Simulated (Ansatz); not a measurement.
# H3HfN: the cost of one run

Method: the settings change from run to run; program: Ansatz 0.2.0, Gaussian basis.

13 further runs of the same task are left out: 3 that didn't finish, 10 set aside as unsound or not needed.

## (1) What is computed

The geometry is a PBE0/def2-TZVP stationary point (not a proven minimum) of the parent state, kept for this charge and spin. No spin-orbit coupling is included. Elements past krypton take def2 core potentials.

5 atoms, charge 1, spin multiplicity 6.

Atoms are counted from 1 here; the program's logs count them from 0.

Bond lengths: Hf1–N2 2.287 Å, N2–H3 1.022 Å, N2–H4 1.022 Å, N2–H5 1.022 Å. Angles: Hf1–N2–H3 112.8°, Hf1–N2–H4 112.8°, Hf1–N2–H5 112.8°, H3–N2–H4 105.9°, H3–N2–H5 105.9°, H4–N2–H5 105.9°.

## (2) CCSD on UHF/def2-SVP

File in.yaml:

```yaml
crystal:
  periodic: [false, false, false]
  atoms:
    - {symbol: Hf, position_ang: [-0.205366, 0.001455, 0.001185]}
    - {symbol: N, position_ang: [2.081933, -0.014754, -0.012017]}
    - {symbol: H, position_ang: [2.471954, -0.958912, -0.010016]}
    - {symbol: H, position_ang: [2.486655, 0.456791, 0.798786]}
    - {symbol: H, position_ang: [2.477192, 0.449427, -0.831689]}
basis:
  gaussian: {orbitals: def2-SVP}
total_charge: 1
magnetization: {spin_polarized: true, initial_magnetization: 5}
correlation: {method: ccsd, electrons: outside_noble_gas, diis_vectors: 12}
accuracy: high
```

Run with:

```bash
$ ansatz run in.yaml --threads 1 --pin off --events-out ev --progress --plain --max-ram 2393MiB
```

Q: Estimate wall time and peak memory on 1 thread of Arm Neoverse N1, shared host.

About 3.5 min, with a peak of 0.35 GiB.
